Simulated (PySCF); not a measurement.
# Cu(NH2)2: EPR parameters at several levels of theory

How much do the EPR parameters of Cu(NH2)2 (`[NH2][Cu][NH2]`) depend on the level of theory, and what does each level cost?

Programs: PySCF 2.14.0, with density-fitted response routines of our own. Each step states its level of theory. These are calculated values for one molecule in the gas phase, unless marked as measured. Atoms count from 0, in the outputs and in this text.

### Step 1. Starting geometry

7 atoms, charge 0, multiplicity 2; geometry from: GFN2-xTB. The atoms were then displaced at random by about 0.03 Å, so the start is not that level's minimum.

Bonds of the start (Å): Cu0–N1 1.74, Cu0–N4 1.80, N1–H2 0.98, N1–H3 0.93, N4–H5 1.01, N4–H6 0.96.

### Step 2. Relaxing the molecule at PBE0-D3(BJ)/def2-SVP

Job settings and geometry (Å):

```
{"job": {"xc": "PBE0", "basis": "def2-SVP", "d3": "d3bj", "grid": 1, "maxiter": 40, "shake": 0.03, "kind": "geom"}, "charge": 0, "multiplicity": 2}
Cu     0.061190    -0.078120     0.012420
N     -0.011040    -0.039790     1.746650
H      0.576710     0.489880     2.316820
H     -0.527250    -0.545470     2.327180
N     -0.014780     0.002890    -1.784940
H      0.617170     0.566870    -2.339490
H     -0.610140    -0.498260    -2.347180
```

Started as:

```
$ OMP_NUM_THREADS=1 python probes_run.py task.json out
```

One launch serves the whole session: the jobs run in the order shown.

Log:

```text
step   0  E = -1751.70842890  max force = 0.064447
step   1  E = -1751.72295142  max force = 0.006881
step   2  E = -1751.72328029  max force = 0.003484
step   3  E = -1751.72334644  max force = 0.000989
step   4  E = -1751.72336356  max force = 0.000500
step   5  E = -1751.72336583  max force = 0.000252
optimisation converged
```

Run time: 35 s. Hardware: 1 thread of Arm Neoverse V1, shared host; peak memory 0.33 GiB.

The steps of the relaxation:

```tsv
step	energy from step 0 (eV)	largest force component (eV/Å)
0	0.0000	3.3140
1	-0.3952	0.3538
2	-0.4041	0.1792
3	-0.4059	0.0509
4	-0.4064	0.0257
5	-0.4065	0.0130
```

Close pairs (by a distance rule), those that changed most:

```tsv
bond	before (Å)	after (Å)	change (Å)
N1–H3	0.927	1.017	+0.090
N4–H6	0.960	1.017	+0.057
Cu0–N1	1.736	1.779	+0.043
N1–H2	0.975	1.017	+0.041
Cu0–N4	1.801	1.779	-0.022
N4–H5	1.012	1.017	+0.004
```

The end geometry stands in the next job.

```tsv
at the end point	value
point group (found at 0.08 Å tolerance)	D2h
rotational constants (GHz, main isotopes)	184.5, 4.537, 4.428
dipole moment (D)	0.07
⟨S²⟩	0.759
```

### Step 3. g tensor and hyperfine couplings: PBE0/def2-TZVP-core+IGLO-III+pcH-1

Job settings and geometry (Å):

```
{"job": {"kind": "epr"}, "charge": 0, "multiplicity": 2}
Cu     0.023591    -0.027170    -0.010099
N      0.025665    -0.043849     1.769253
H      0.627748     0.513912     2.369304
H     -0.592269    -0.593727     2.360397
N      0.011729     0.002061    -1.788868
H      0.612203     0.571996    -2.379129
H     -0.616807    -0.525223    -2.389397
```

Method: UKS PBE0, IGLO-III on N, def2-TZVP-core on Cu, pcH-1 on H, non-relativistic, mean-field spin-orbit, GIAO.

Log:

```text
starts in def2-SVP, energy above the lowest (Eh): 0.00000 0.00000 0.00000 0.00000 0.00000
UKS, coarse grid
  cycle   1  E = -1749.11375897  |g| = 7.25e+00
  cycle   2  E = -1709.51378308  |g| = 9.33e+00
  cycle   3  E = -1734.16183534  |g| = 8.07e+00
  cycle   4  E = -1746.23475843  |g| = 5.40e+00
  cycle   5  E = -1739.60260114  |g| = 5.27e+00
  cycle   6  E = -1749.00335485  |g| = 3.61e+00
  cycle   7  E = -1750.73105912  |g| = 2.18e+00
  cycle   8  E = -1751.88254018  |g| = 6.05e-01
  cycle   9  E = -1751.95456539  |g| = 6.95e-01
  cycle  10  E = -1752.10326831  |g| = 2.07e-01
  cycle  11  E = -1752.11377513  |g| = 4.21e-02
  cycle  12  E = -1752.11486116  |g| = 2.54e-02
  cycle  13  E = -1752.11511292  |g| = 2.36e-02
  cycle  14  E = -1752.11524931  |g| = 7.46e-03
  cycle  15  E = -1752.11526819  |g| = 1.59e-03
  cycle  16  E = -1752.11527031  |g| = 3.07e-04
UKS, final grid
  cycle   1  E = -1752.11524622  |g| = 9.80e-04
  cycle   2  E = -1752.11524389  |g| = 3.66e-03
  cycle   3  E = -1752.11524642  |g| = 2.72e-04
  cycle   4  E = -1752.11524645  |g| = 9.74e-05
  cycle   5  E = -1752.11524646  |g| = 3.43e-05
  cycle   6  E = -1752.11524646  |g| = 2.92e-05
E = -1752.11524646 Eh   <S^2> = 0.7621 (exact 0.7500)
g shifts (ppm)      1          2          3
  rmc          -711       -711       -711
  gc             32         36        176
  oz_so       31345      45401     109538
  total       30666      44726     109003
hyperfine (MHz)  atom isotope    a_iso     a_fc   dipolar eigenvalues
    0  63Cu    -163.57    -267.20   -293.98    129.53    164.44
    1   14N      15.32      15.48    -16.67    -15.30     31.97
    2    1H     -25.22     -25.06    -20.50     -4.95     25.45
    3    1H     -25.23     -25.06    -20.50     -4.95     25.45
    4   14N      15.33      15.49    -16.67    -15.30     31.97
    5    1H     -25.23     -25.07    -20.50     -4.95     25.45
    6    1H     -25.23     -25.06    -20.51     -4.95     25.45
```

Wall time 65 s (1 thread of Arm Neoverse V1, shared host); peak memory 0.74 GiB.

Principal g values 2.03299, 2.04705, 2.11132; g(iso) = 2.06378, against 2.00232 for a free electron.

Hyperfine couplings; where a row names several nuclei, a(iso) is their mean (it holds for fast rotation or exchange) and the dipolar term the largest among them:

```tsv
nuclei	isotope	a(iso) (MHz)	a(iso) (G, at g = 2.0023)	largest dipolar term (MHz)
Cu0	63Cu	-163.6	-58.4	-294.0
H2, H3, H5, H6	1H	-25.2	-9.0	25.5
N1, N4	14N	15.3	5.5	32.0
```

Mulliken spin populations:

```tsv
atom	value (e)
Cu0	0.30
N1	0.38
H2	-0.02
H3	-0.02
N4	0.38
H5	-0.02
H6	-0.02
```

In first order the couplings over 0.8 MHz of 63Cu, 1H, 14N give 100 distinct lines over 233.0 G, if the averaged nuclei exchange fast.

The fields below are evaluated on a grid from the run's orbitals.

ELF in a plane through or near 7 of the atoms.

Values, 10 rows by 14 columns:
```
0.00 0.00 0.00 0.00 0.00 0.00 0.00 0.00 0.00 0.00 0.00 0.00 0.00 0.00
0.00 0.00 0.00 0.00 0.00 0.00 0.00 0.00 0.00 0.00 0.00 0.00 0.00 0.00
0.00 0.00 0.03 0.53 0.29 0.01 0.04 0.08 0.02 0.02 0.52 0.30 0.00 0.00
0.00 0.00 0.40 0.96 0.92 0.20 0.13 0.16 0.13 0.42 0.98 0.92 0.06 0.00
0.00 0.00 0.23 0.93 0.93 0.70 0.18 0.48 0.22 0.71 0.98 0.78 0.04 0.00
0.00 0.00 0.05 0.55 0.37 0.78 0.37 0.51 0.27 0.23 0.72 0.29 0.02 0.00
0.00 0.00 0.39 0.98 0.96 0.47 0.13 0.22 0.17 0.63 1.00 0.91 0.07 0.00
0.00 0.00 0.14 0.89 0.68 0.03 0.09 0.15 0.05 0.11 0.87 0.78 0.02 0.00
0.00 0.00 0.00 0.01 0.01 0.00 0.01 0.01 0.00 0.00 0.02 0.01 0.00 0.00
0.00 0.00 0.00 0.00 0.00 0.00 0.00 0.00 0.00 0.00 0.00 0.00 0.00 0.00
```
The map spans 10.0 Å across and 6.8 Å up, centred on the molecule. Atoms in the plane (x, y in Å): Cu0 (0.0, 0.0), N1 (1.8, 0.0), H2 (2.4, 0.8), H3 (2.4, -0.8), N4 (-1.8, 0.0), H5 (-2.4, 0.8), H6 (-2.4, -0.8).

log10 of the density (e/Å³) in the same plane.

Ten even steps from ' ' (-4.0) to '@' (2.2):
```
                                                        
                                                        
              ............................              
          ....::..........::::........::::....          
      ....::--------::::--------::::--------::....      
      ..::--======--------------------======--::..      
    ..::--==++++++++======++++======++++++++==--::..    
    ..::--==++****++++++++++**++++++++****++==--::..    
    ..::--++++********++**####**++********++++--::..    
    ..::--==++**##%%##**##@@@@##**######**++==--::..    
    ..::--==++**##%%##**##@@@@##**######**++==--::..    
    ..::--++++********++**####**++********++++--::..    
    ..::--==++****++++++++++++++++++++****++==--::..    
    ..::--==++++++++================++++++++==--::..    
      ..::--======--------------------======--::..      
      ....::--------::::--------::::--------::....      
          ....::::........::::........::::....          
              ............................              
                                                        
                                                        
```
The map spans 10.0 Å across and 6.8 Å up, centred on the molecule. Atoms in the plane (x, y in Å): Cu0 (0.0, 0.0), N1 (1.8, 0.0), H2 (2.4, 0.8), H3 (2.4, -0.8), N4 (-1.8, 0.0), H5 (-2.4, 0.8), H6 (-2.4, -0.8).

On the surface of density 0.002 e/bohr³ the electrostatic potential runs, from the 1st to the 99th percentile, from -1.09 V near N4 to 1.42 V near H3.

The spin density lies nearest to Cu0 39 %; N1, N4 about 24 % each.

### Step 4. g tensor and hyperfine couplings: PBE/def2-TZVP-core+IGLO-III+pcH-1

The job, as its differences from that of step 3:

```diff
@@ -1,2 +1,2 @@
-{"job": {"kind": "epr"}, "charge": 0, "multiplicity": 2}
+{"job": {"kind": "epr", "xc": "PBE"}, "charge": 0, "multiplicity": 2}
 Cu     0.023591    -0.027170    -0.010099
```

With the program's defaults for keys left out, this is: UKS PBE, IGLO-III on N, def2-TZVP-core on Cu, pcH-1 on H, non-relativistic, mean-field spin-orbit, GIAO.

Log:

```text
starts in def2-SVP, energy above the lowest (Eh): 0.00000 0.00000 0.00000 0.00000
UKS, coarse grid
  cycle   1  E = -1748.37613972  |g| = 8.28e+00
  cycle   2  E = -1704.72887813  |g| = 1.04e+01
  cycle   3  E = -1729.18504421  |g| = 8.68e+00
  cycle   4  E = -1746.47361301  |g| = 5.23e+00
  cycle   5  E = -1736.02623551  |g| = 5.04e+00
  cycle   6  E = -1749.95870832  |g| = 2.96e+00
  cycle   7  E = -1749.48719041  |g| = 2.06e+00
  cycle   8  E = -1751.97178803  |g| = 5.24e-01
  cycle   9  E = -1751.89953405  |g| = 9.00e-01
  cycle  10  E = -1752.11560306  |g| = 2.06e-01
  cycle  11  E = -1752.13458377  |g| = 6.52e-02
  cycle  12  E = -1752.13549254  |g| = 3.79e-02
  cycle  13  E = -1752.13613018  |g| = 8.47e-03
  cycle  14  E = -1752.13615465  |g| = 3.08e-03
  cycle  15  E = -1752.13616109  |g| = 8.55e-04
UKS, final grid
  cycle   1  E = -1752.13612441  |g| = 5.31e-03
  cycle   2  E = -1752.13593235  |g| = 3.28e-02
  cycle   3  E = -1752.13612959  |g| = 5.65e-04
  cycle   4  E = -1752.13612970  |g| = 2.35e-04
  cycle   5  E = -1752.13612969  |g| = 2.16e-04
  cycle   6  E = -1752.13612972  |g| = 8.21e-05
  cycle   7  E = -1752.13612972  |g| = 5.22e-06
E = -1752.13612972 Eh   <S^2> = 0.7539 (exact 0.7500)
g shifts (ppm)      1          2          3
  rmc          -591       -591       -591
  gc             32         38        157
  oz_so       22602      34060      59665
  total       22043      33507      59231
hyperfine (MHz)  atom isotope    a_iso     a_fc   dipolar eigenvalues
    0  63Cu    -128.07    -188.75   -237.90    108.39    129.51
    1   14N       9.36       9.43    -16.78    -15.76     32.55
    2    1H     -22.06     -22.00    -20.47     -3.98     24.45
    3    1H     -22.07     -22.01    -20.47     -3.98     24.46
    4   14N       9.36       9.43    -16.78    -15.76     32.54
    5    1H     -22.06     -21.99    -20.46     -3.98     24.45
    6    1H     -22.05     -21.99    -20.47     -3.98     24.45
```

Wall time 32 s (1 thread of Arm Neoverse V1, shared host); peak memory 0.7 GiB.

This run: g(iso) 2.04058.

### Step 5. EPR parameters: B3LYP/def2-TZVP-core+IGLO-III+pcH-1

The job, as its differences from that of step 4:

```diff
@@ -1,2 +1,2 @@
-{"job": {"kind": "epr", "xc": "PBE"}, "charge": 0, "multiplicity": 2}
+{"job": {"kind": "epr", "xc": "B3LYP"}, "charge": 0, "multiplicity": 2}
 Cu     0.023591    -0.027170    -0.010099
```

Level: UKS B3LYP, IGLO-III on N, def2-TZVP-core on Cu, pcH-1 on H, non-relativistic, mean-field spin-orbit, GIAO.

Log:

```text
starts in def2-SVP, energy above the lowest (Eh): 0.00000 0.00000 0.00000 0.00000 0.00000
UKS, coarse grid
  cycle   1  E = -1749.38899880  |g| = 7.47e+00
  cycle   2  E = -1709.04994482  |g| = 9.58e+00
  cycle   3  E = -1733.28886418  |g| = 8.25e+00
  cycle   4  E = -1746.52169376  |g| = 5.45e+00
  cycle   5  E = -1739.39502280  |g| = 5.31e+00
  cycle   6  E = -1749.32852592  |g| = 3.64e+00
  cycle   7  E = -1750.93559788  |g| = 2.31e+00
  cycle   8  E = -1752.24863705  |g| = 6.98e-01
  cycle   9  E = -1752.32644730  |g| = 8.25e-01
  cycle  10  E = -1752.54215526  |g| = 1.79e-01
  cycle  11  E = -1752.55108700  |g| = 7.28e-02
  cycle  12  E = -1752.55263476  |g| = 1.47e-02
  cycle  13  E = -1752.55269157  |g| = 1.99e-02
  cycle  14  E = -1752.55277920  |g| = 6.42e-03
  cycle  15  E = -1752.55279276  |g| = 1.42e-03
  cycle  16  E = -1752.55279308  |g| = 2.61e-04
UKS, final grid
  cycle   1  E = -1752.55276117  |g| = 9.83e-04
  cycle   2  E = -1752.55275830  |g| = 4.16e-03
  cycle   3  E = -1752.55276135  |g| = 1.69e-04
  cycle   4  E = -1752.55276136  |g| = 9.21e-05
  cycle   5  E = -1752.55276137  |g| = 2.29e-05
E = -1752.55276137 Eh   <S^2> = 0.7601 (exact 0.7500)
g shifts (ppm)      1          2          3
  rmc          -672       -672       -672
  gc             32         38        171
  oz_so       27771      40836      90044
  total       27131      40202      89543
hyperfine (MHz)  atom isotope    a_iso     a_fc   dipolar eigenvalues
    0  63Cu    -141.63    -229.59   -274.35    121.33    153.01
    1   14N      15.01      15.15    -17.28    -16.09     33.37
    2    1H     -25.20     -25.07    -20.97     -5.15     26.12
    3    1H     -25.20     -25.08    -20.97     -5.15     26.12
    4   14N      15.02      15.16    -17.28    -16.09     33.36
    5    1H     -25.21     -25.08    -20.97     -5.15     26.12
    6    1H     -25.21     -25.08    -20.97     -5.15     26.12
```

Wall time 55 s (1 thread of Arm Neoverse V1, shared host); peak memory 0.7 GiB.

In short: g(iso) 2.05461.

### Step 6. EPR parameters: BHandHLYP/def2-TZVP-core+IGLO-III+pcH-1

The job, as its differences from that of step 5:

```diff
@@ -1,2 +1,2 @@
-{"job": {"kind": "epr", "xc": "B3LYP"}, "charge": 0, "multiplicity": 2}
+{"job": {"kind": "epr", "xc": "BHandHLYP"}, "charge": 0, "multiplicity": 2}
 Cu     0.023591    -0.027170    -0.010099
```

Level: UKS BHandHLYP, IGLO-III on N, def2-TZVP-core on Cu, pcH-1 on H, non-relativistic, mean-field spin-orbit, GIAO.

Log:

```text
starts in def2-SVP, energy above the lowest (Eh): 0.00000 0.00000 0.00000 0.02932
UKS, coarse grid
  cycle   1  E = -1749.80830432  |g| = 6.62e+00
  cycle   2  E = -1711.99630998  |g| = 8.71e+00
  cycle   3  E = -1740.17136919  |g| = 7.31e+00
  cycle   4  E = -1747.34386574  |g| = 5.04e+00
  cycle   5  E = -1747.84324778  |g| = 4.05e+00
  cycle   6  E = -1750.36072588  |g| = 2.89e+00
  cycle   7  E = -1751.69136299  |g| = 1.47e+00
  cycle   8  E = -1752.22902334  |g| = 5.20e-01
  cycle   9  E = -1752.32761727  |g| = 1.95e-01
  cycle  10  E = -1752.33689247  |g| = 7.58e-02
  cycle  11  E = -1752.34078456  |g| = 3.26e-02
  cycle  12  E = -1752.34249635  |g| = 3.95e-02
  cycle  13  E = -1752.34445890  |g| = 2.50e-02
  cycle  14  E = -1752.34518571  |g| = 4.96e-03
  cycle  15  E = -1752.34521313  |g| = 3.51e-03
  cycle  16  E = -1752.34522834  |g| = 6.99e-04
  cycle  17  E = -1752.34522813  |g| = 2.21e-04
UKS, final grid
  cycle   1  E = -1752.34520979  |g| = 2.34e-04
  cycle   2  E = -1752.34520978  |g| = 3.62e-04
  cycle   3  E = -1752.34520983  |g| = 6.07e-05
  cycle   4  E = -1752.34520983  |g| = 7.67e-05
  cycle   5  E = -1752.34520984  |g| = 3.07e-05
  cycle   6  E = -1752.34520984  |g| = 2.54e-05
E = -1752.34520984 Eh   <S^2> = 0.7680 (exact 0.7500)
g shifts (ppm)      1          2          3
  rmc          -937       -937       -937
  gc             26         26        214
  oz_so       61108      83056     315435
  total       60196      82145     314711
hyperfine (MHz)  atom isotope    a_iso     a_fc   dipolar eigenvalues
    0  63Cu     -76.83    -320.74   -430.14    195.58    234.56
    1   14N      18.71      19.00    -13.55    -11.56     25.10
    2    1H     -23.99     -23.59    -16.64     -5.84     22.49
    3    1H     -24.00     -23.60    -16.64     -5.84     22.49
    4   14N      18.70      18.99    -13.54    -11.56     25.10
    5    1H     -23.98     -23.59    -16.64     -5.84     22.48
    6    1H     -23.98     -23.58    -16.65     -5.84     22.49
```

Run time: 59 s. Hardware: 1 thread of Arm Neoverse V1, shared host; peak memory 0.7 GiB.

Key values: g(iso) 2.15467.

### Step 7. Comparing the runs: EPR parameters

g, ⟨S²⟩ and isotropic hyperfine couplings (MHz), with basis size and wall time:

```tsv
run	g(iso)	⟨S²⟩	63Cu Cu0	1H H2 (mean)	14N N1 (mean)	functions	time
PBE0/def2-TZVP-core+IGLO-III+pcH-1	2.06378	0.762	-163.6	-25.2	15.3	190	65 s
PBE/def2-TZVP-core+IGLO-III+pcH-1	2.04058	0.754	-128.1	-22.1	9.4	190	32 s
B3LYP/def2-TZVP-core+IGLO-III+pcH-1	2.05461	0.760	-141.6	-25.2	15.0	190	55 s
BHandHLYP/def2-TZVP-core+IGLO-III+pcH-1	2.15467	0.768	-76.8	-24.0	18.7	190	59 s
```

### Step 8. Summary of results

| quantity | value |
| --- | --- |
| point group | D2h |
| rotational constants (main isotopes) | 184.49, 4.54, 4.43 GHz |
| g(iso) (PBE0) | 2.06378 |
| ⟨S²⟩ | 0.762 (exact 0.75) |
| largest a(iso) (averaged by class) | 63Cu on Cu0, -163.6 MHz |
| surface potential, 1st and 99th percentile | -1.09 V and 1.42 V |

Single values in the summary come from the first run of each kind that ended normally (PBE0/def2-TZVP-core+IGLO-III+pcH-1), which need not be the best level. The start was shaken at random, so part of the energy gained undoes that. Over 5 steps the energy fell by 0.406 eV; of the close pairs, N1–H3 changed most, 0.927 to 1.017 Å. No frequency check was run at this level, so the end point may be a saddle. The largest spin populations lie on N4 (0.38 e), N1 (0.38 e), Cu0 (0.30 e). The isotropic g lies 61.5 ppt above the free-electron value. DFT tends to give too small g shifts for metal centres. The hyperfine terms hold no scalar relativity, which the heavier nuclei need. The coupling of 63Cu on Cu0 runs from -163.6 (PBE0/def2-TZVP-core+IGLO-III+pcH-1) to -76.8 MHz (BHandHLYP/def2-TZVP-core+IGLO-III+pcH-1).
